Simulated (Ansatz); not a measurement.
# GeClF₃: how energies converge with the basis set

One table from this session's results is given with a row withheld; the runs are named, their logs left out.

Computed with Ansatz 0.2.0, Gaussian basis. Level: one geometry, several basis sets.

Levels to be run: PBE0-D4/def2-SVP; ωB97M-V/def2-SVP; PBE0-D4/def2-QZVPP; ωB97M-V/def2-QZVPP; the functionals' def2-TZVPP values are taken from earlier runs.

## The geometry

An earlier PBE0-D4 in a triple-zeta def2 set relaxation fixed the geometry.

SMILES `[F][Ge]([F])([F])[Cl]`, 5 atoms, charge 0, spin multiplicity 1.

Atoms are counted from 1 here; the program's logs count them from 0.

Bond lengths: F1–Ge2 1.698 Å, Ge2–F3 1.698 Å, Ge2–F4 1.698 Å, Ge2–Cl5 2.086 Å. Angles: F1–Ge2–F3 107.7°, F1–Ge2–F4 107.7°, F1–Ge2–Cl5 111.2°, F3–Ge2–F4 107.7°, F3–Ge2–Cl5 111.2°, F4–Ge2–Cl5 111.2°.

Geometry (Å):

```
atom    x (Å)    y (Å)    z (Å)
  F1  -1.0112  -0.5264   1.2729
 Ge2   0.0101  -0.0628  -0.0023
  F3   1.5698  -0.6334   0.3530
  F4  -0.5227  -0.8586  -1.4048
 Cl5   0.0040   2.0075  -0.2602
```

Set-up of the first run:

The input, in.yaml:

```yaml
crystal:
  periodic: [false, false, false]
  atoms:
    - {symbol: F, position_ang: [-1.011248, -0.526371, 1.272928]}
    - {symbol: Ge, position_ang: [0.010138, -0.062766, -0.002295]}
    - {symbol: F, position_ang: [1.569785, -0.633384, 0.353035]}
    - {symbol: F, position_ang: [-0.522704, -0.858560, -1.404848]}
    - {symbol: Cl, position_ang: [0.004028, 2.007482, -0.260219]}
basis:
  gaussian: {orbitals: def2-SVP}
hamiltonian: {xc: pbe0, dispersion: d4}
output: {orbitals: {seedname: orbitals}}
```

Steps of the session up to this table: PBE0-D4 in def2-SVP; ωB97M-V in def2-SVP; PBE0-D4 in def2-QZVPP; ωB97M-V in def2-QZVPP.

One of the session's tables, all rows but one given; the rest of the session is left out.

It belongs to the step «Density functionals: the series». 

```
functional       basis  HOMO (eV)  LUMO (eV)
   PBE0-D4    def2-SVP          ?          ?
   PBE0-D4  def2-TZVPP     -10.66      -1.77
   PBE0-D4  def2-QZVPP     -10.69      -1.88
   ωB97M-V    def2-SVP     -12.82       0.62
   ωB97M-V  def2-TZVPP     -12.97       0.41
   ωB97M-V  def2-QZVPP     -13.02       0.18
```

Estimate the missing values for PBE0-D4, def2-SVP.

The run gave: HOMO (eV): -10.56; LUMO (eV): -1.63. In the column «HOMO (eV)» it is the highest.
